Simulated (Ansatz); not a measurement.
# MoPt: a relaxation

Wanted: a converged relaxation for MoPt, and a check of what comes out. The structure is shown as the input types it.

Program: Ansatz 0.2.0. Level of theory: DFT, PBEsol, PAW with Ansatz's default frozen-core files, scalar-relativistic. These are calculated values, not measurements.

## (1) The system as given

Symmetry: Pmma, No. 51, orthorhombic system. The conventional cell has a = 3.581 Å, b = 2.187 Å, c = 3.967 Å, α = 90.00°, β = 90.00°, γ = 90.00°. Mo (site symmetry mm2) is surrounded by 4 Mo at 2.19 to 2.20 Å and 8 Pt at 2.21 to 2.27 Å. Pt (site symmetry mm2) is surrounded by 4 Pt at 2.19 to 2.21 Å and 8 Mo at 2.21 to 2.27 Å.

As a file:

```cif
data_structure
_symmetry_space_group_name_H-M 'P 1'
_symmetry_Int_Tables_number 1
_cell_length_a 3.5813
_cell_length_b 2.1870
_cell_length_c 3.9667
_cell_angle_alpha 90.000
_cell_angle_beta 90.000
_cell_angle_gamma 90.000
_cell_volume 31.07
loop_
_atom_site_label
_atom_site_type_symbol
_atom_site_fract_x
_atom_site_fract_y
_atom_site_fract_z
_atom_site_occupancy
Mo1 Mo 0.25000 0.00000 0.16175 1
Mo2 Mo 0.75000 0.00000 0.83825 1
Pt1 Pt 0.25000 0.50000 0.66273 1
Pt2 Pt 0.75000 0.50000 0.33727 1
```

## (2) Input and run

File input.yaml:

```yaml
crystal:
  lattice:
    - [3.58129194, 0.0, 0.0]
    - [0.0, 2.18698798, 0.0]
    - [0.0, 0.0, 3.966722]
  atoms:
    - { symbol: Mo, position: [0.25, 0.0, 0.16175037] }
    - { symbol: Mo, position: [0.75, 0.0, 0.83824963] }
    - { symbol: Pt, position: [0.25, 0.5, 0.66272895] }
    - { symbol: Pt, position: [0.75, 0.5, 0.33727105] }
kpoints:
  mp_grid: { grid: [8, 13, 7] }
scf:
  occupations: { method: fermi_dirac, width: 0.05 }
  max_iter: 50
hamiltonian:
  xc: pbesol
  pseudopotentials: { kind: paw }
output:
  forces: true
  stress: true
relax:
  f_tol: 0.005
  max_steps: 50
  cell: {}
```

Launch:

```bash
$ ansatz run input.yaml --threads 1 --pin off --max-ram 3072MiB --backend cpu --events-out ev --progress --plain --runs-dir out
```

The log of the run, cut to the lines that bear on the results:

```text
[...]
Pseudopotentials: kind: paw
Pseudopotential: Mo, paw, valence charge 14, recommended cutoff 420 eV (normal)
Pseudopotential: Pt, paw, valence charge 18, recommended cutoff 420 eV (normal)
Functional definition: PBEsol
[...]
Crystal: 4 atoms, lattice volume = 31.068 Å³
Basis set: ecut = 420 eV, 609 PW (Γ), exchange–correlation on 48×30×54 points (8 copies of the dense FFT grid, shifted against one another)
Bands: 39, of which v1, the nominal top of the filled ones, is band 32 counted from 1 (31 counted from 0)
Symmetry: 8 space group operations
Space group: Pmma (ITA 51), of the structure as read, at distance tolerance 3.1e-5 Å
k-points: 140 of 728
[...]
SCF iter   1: F=—  HF=-34522.098111 eV  |F-HF|=—  |Δ(HF+E_count)|=         —  Δρ=6.55e-2  dr2=2.38e0  ethr=1.77e-3  ⟨swp⟩=7.7  Hψ=24269  notcnv=0  defer=46
[...]
relax step   1: F+E_penalty+E_count = -34521.55658201 eV  Δ(F+E_penalty+E_count) = +0.000e0 eV  max|allowed force component| = 1.781e0 eV/Å  Δτ_max = 0.0000 Å  P = +856.282 GPa  Ω = 31.068 Å³  (7 SCF iters, dr2 threshold 1.00e-7 eV, accepted)
[...]
relax step   5: F+E_penalty+E_count = -34562.59570064 eV  Δ(F+E_penalty+E_count) = -2.960e0 eV  max|allowed force component| = 5.927e-2 eV/Å  Δτ_max = 0.0044 Å  P = +33.886 GPa  Ω = 52.766 Å³  energy of the carried Pulay correction = -2.488e-2 eV  (7 SCF iters, dr2 threshold 4.00e-7 eV, accepted)
[...]
relax step  18: F+E_penalty+E_count = -34564.02228348 eV  Δ(F+E_penalty+E_count) = +3.420e-6 eV  max|allowed force component| = 8.521e-5 eV/Å  Δτ_max = 0.0000 Å  P = +0.000 GPa  Ω = 59.503 Å³  stress off target by 6.15e-4 GPa  SCF on the basis re-selected at this cell (its energy is not [...]
SCF converged after 7 iterations
Free energy (F): -34564.022283 eV
[...]
E sigma→0 (E₀):  -34564.009265 eV
Entropy (-TS):   -0.026036 eV (-6.509 meV/atom)
Fermi energy:    23.219311 eV
[...]
--- Forces (eV/Å), atoms counted from 1 ---
  atom   1  Mo     0.00000000     0.00000000    -0.00001277
  atom   2  Mo     0.00000000     0.00000000     0.00001277
  atom   3  Pt     0.00000000     0.00000000     0.00008521
  atom   4  Pt     0.00000000     0.00000000    -0.00008521
[...]
--- Stress (GPa, compression-positive) ---
       -0.000273       0.000000       0.000000
        0.000000       0.000117       0.000000
        0.000000       0.000000       0.000615
  P = ⅓ Tr σ = 0.0002 GPa (0.002 kbar)
--- Relaxed structure (15 steps of the walk, 15 accepted, 3 SCFs on fresh bases) ---
  F+E_penalty+E_count = -34564.02228348 eV   max|allowed force component| = 8.521e-5 eV/Å   (the final SCF, on the basis selected at the relaxed cell)
  cell:  # Å, volume = 59.5028 Å³
    - [4.454900874501256, 0.0, 0.0]
    - [0.0, 2.7188571506216883, 0.0]
    - [0.0, 0.0, 4.912614964672511]
  atoms:
    - { symbol: Mo, position: [0.24999999999999997, 0.0, 0.16415229824185534] }
    - { symbol: Mo, position: [0.75, 0.0, 0.8358477017581446] }
    - { symbol: Pt, position: [0.24999999999999997, 0.4999999999999999, 0.6644972202545] }
    - { symbol: Pt, position: [0.75, 0.4999999999999999, 0.33550277974549986] }
```

Wall time 83 s (1 thread of Intel Xeon 6975P-C (Granite Rapids), shared host); peak memory 0.53 GiB.

## (3) Checking the result

This run ends as converged. Convergence says nothing about whether the input makes sense.

The structure is squeezed far below its natural size. The shortest distance in the input is 2.19 Å.

Remedy: restore the intended size.

## (4) A check with that setting changed

Other changes include scf.max_iter, output requests.

input.yaml, as its differences from that of step 2:

```diff
@@ -2,5 +2,5 @@
   lattice:
-    - [3.58129194, 0.0, 0.0]
-    - [0.0, 2.18698798, 0.0]
-    - [0.0, 0.0, 3.966722]
+    - [4.47661493, 0.0, 0.0]
+    - [0.0, 2.73373498, 0.0]
+    - [0.0, 0.0, 4.9584025]
   atoms:
@@ -14,3 +14,2 @@
   occupations: { method: fermi_dirac, width: 0.05 }
-  max_iter: 50
 hamiltonian:
@@ -21,2 +20,6 @@
   stress: true
+  write_density: true
+  write_potential: true
+  elf: true
+  volumetric_format: npy
 relax:
```

Launch:

```bash
$ ansatz run input.yaml --threads 1 --pin off --max-ram 3072MiB --backend cpu --events-out ev --progress --plain --runs-dir out
```

Excerpt of the output:

```text
[...]
Basis set: ecut = 420 eV, 1195 PW (Γ), exchange–correlation on 60×40×72 points (8 copies of the dense FFT grid, shifted against one another)
[...]
k-points: 140 of 728
[...]
SCF iter   1: F=—  HF=-34564.017766 eV  |F-HF|=—  |Δ(HF+E_count)|=         —  Δρ=1.42e-2  dr2=1.53e-1  ethr=1.77e-3  ⟨swp⟩=6.0  Hψ=19015  notcnv=0  defer=24
preconditioner: auto → Kerker (q_TF=auto, 2.753 Å⁻¹)  [metal: Δε(μ)=0.025 eV  Ē_g=5.969 eV  σ=0.050 eV  W_gap=0.12  n_scr=20 (ndim 8)  ℏωp=27.0 eV  f_vac=0.000  D(μ)=2.95/eV (n_scr^D=26)]
SCF iter   2: F=—  HF=-34564.002042 eV  |F-HF|=—  |Δ(HF+E_count)|=   1.57e-2  Δρ=6.79e-3  dr2=3.49e-2  ethr=2.40e-4  ⟨swp⟩=1.9  Hψ=6926  notcnv=0  defer=28
[...]
relax step   1: F+E_penalty+E_count = -34563.99777945 eV  Δ(F+E_penalty+E_count) = +0.000e0 eV  max|allowed force component| = 1.507e-1 eV/Å  Δτ_max = 0.0000 Å  P = -5.687 GPa  Ω = 60.680 Å³  (6 SCF iters, dr2 threshold 1.00e-7 eV, accepted)
[...]
Basis set: ecut = 420 eV, 1115 PW (Γ), exchange–correlation on 60×40×72 points (8 copies of the dense FFT grid, shifted against one another)
[...]
relax step   2: F+E_penalty+E_count = -34563.89600245 eV  Δ(F+E_penalty+E_count) = +1.018e-1 eV  max|allowed force component| = 2.696e-1 eV/Å  Δτ_max = 0.0308 Å  P = +15.052 GPa  Ω = 56.925 Å³  energy of the carried Pulay correction = +1.156e-3 eV  (6 SCF iter
[...]
Basis set: ecut = 420 eV, 1179 PW (Γ), exchange–correlation on 60×40×72 points (8 copies of the dense FFT grid, shifted against one another)
[...]
relax step   3: F+E_penalty+E_count = -34564.02240759 eV  Δ(F+E_penalty+E_count) = -2.463e-2 eV  max|allowed force component| = 1.236e-2 eV/Å  Δτ_max = 0.0112 Å  P = -0.560 GPa  Ω = 59.612 Å³  energy of the carried Pulay correction = +3.214e-4 eV  (8 SCF iters
[...]
relax step   4: F+E_penalty+E_count = -34564.02263356 eV  Δ(F+E_penalty+E_count) = -2.260e-4 eV  max|allowed force component| = 1.055e-2 eV/Å  Δτ_max = 0.0005 Å  P = +0.175 GPa  Ω = 59.468 Å³  energy of the carried Pulay correction = +3.654e-4 eV  (6 SCF iters
[...]
relax step   5: F+E_penalty+E_count = -34564.02264735 eV  Δ(F+E_penalty+E_count) = -1.379e-5 eV  max|allowed force component| = 3.070e-3 eV/Å  Δτ_max = 0.0009 Å  P = -0.017 GPa  Ω = 59.505 Å³  energy of the carried Pulay correction = +3.539e-4 eV  (6 SCF iters
[...]
SCF iter   7: F=-34564.022283 eV  HF=-34564.022283 eV  |F-HF|=1.46e-11  |Δ(HF+E_count)|=    0.00e0  Δρ=1.33e-9  dr2=5.60e-16  ethr=1.00e-12  ⟨swp⟩=1.0  Hψ=5460  notcnv=0
SCF iter   8: F=-34564.022283 eV  HF=-34564.022283 eV  |F-HF|=1.46e-11  |Δ(HF+E_count)|=    0.00e0  Δρ=3.19e-10  dr2=4.03e-17  ethr=1.00e-12  ⟨swp⟩=2.0  Hψ=13673  notcnv=0
[...]
relax step   6: F+E_penalty+E_count = -34564.02228282 eV  Δ(F+E_penalty+E_count) = +3.645e-4 eV  max|allowed force component| = 3.080e-3 eV/Å  Δτ_max = 0.0000 Å  P = -0.013 GPa  Ω = 59.505 Å³  stress off target by 2.53e-2 GPa  SCF on the basis re-selected at t
[...]
SCF converged after 8 iterations
Free energy (F): -34564.022283 eV
[...]
E sigma→0 (E₀):  -34564.009262 eV
[...]
Fermi energy:    23.218196 eV
[...]
  P = ⅓ Tr σ = -0.0132 GPa (-0.132 kbar)
[...]
--- Relaxed structure (5 steps of the walk, 4 accepted, 1 SCFs on fresh bases) ---
[...]
```

Run time: 40 s. Hardware: 1 thread of Intel Xeon 6975P-C (Granite Rapids), shared host; peak memory 0.56 GiB.

Density in a lattice plane of the grid's cell (edges 2.72 and 4.91 Å, at 0.250 of the third edge), which holds Mo and Pt.

Values in e/Å³, 12 rows by 6 columns:
```
 0.33  0.34  0.38  0.43  0.38  0.34
 0.29  0.44  1.14  1.95  1.14  0.44
 0.37  0.89  4.70  8.15  4.70  0.89
 0.43  1.35  7.39 11.72  7.39  1.35
 0.37  0.94  4.94  8.45  4.94  0.94
 0.28  0.45  1.29  2.24  1.29  0.45
 0.32  0.33  0.40  0.46  0.40  0.33
 1.48  0.82  0.36  0.29  0.36  0.82
 5.63  3.44  0.73  0.34  0.73  3.44
 6.42  5.35  1.19  0.40  1.19  5.35
 5.86  3.66  0.77  0.34  0.77  3.66
 1.50  0.83  0.36  0.28  0.36  0.83
```
Columns run along the first of these edges and rows up along the second, over one cell in 6 and 12 even steps from the bottom left corner. Atoms in the plane (fractional): Mo at (0.00, 0.16), Pt at (0.50, 0.66).

ELF in the same plane.

Ten even steps from '0' (0.16) to '9' (0.76):
```
00001233321000
00122222222210
12222333332222
22123566653212
21135788875311
22247888887422
22247888887422
32246888886422
32235677765322
22223444443222
11233222223321
00012222222100
32100122210012
87531012101357
89874112114789
46997322237996
25997423247995
78986223226898
98752123212578
54200123210024
```
Columns run along the first of these edges and rows up along the second, over one cell in 14 and 20 even steps from the bottom left corner. Atoms in the plane (fractional): Mo at (0.00, 0.16), Pt at (0.50, 0.66).

Both are smooth fields of the valence electrons: close to the nuclei they are not physical.

| run | ending | energy change | pressure (GPa) | gap (eV) | force (eV/Å) | cycles | time |
| --- | --- | --- | --- | --- | --- | --- | --- |
| first try | converged | 0.0 meV/atom | 0.0 | 0.00 | 0.00 | 116 | 83 s |
| second try | converged | 0 | 0.0 | 0.00 | 0.00 | 40 | 40 s |

## (5) What came out

| quantity | value |
| --- | --- |
| first try | converged |
| setting under test | structure |
| second try | converged |
| energy (zero set by the potentials) | -34564.0223 eV |
| pressure | -0.01 GPa |
| gap on the mesh | none (metal on this mesh) |
| largest force | 0.003 eV/Å |

Both runs end at the same energy: the doubtful setting did not spoil the result here, but it cost 116 cycles against 40.
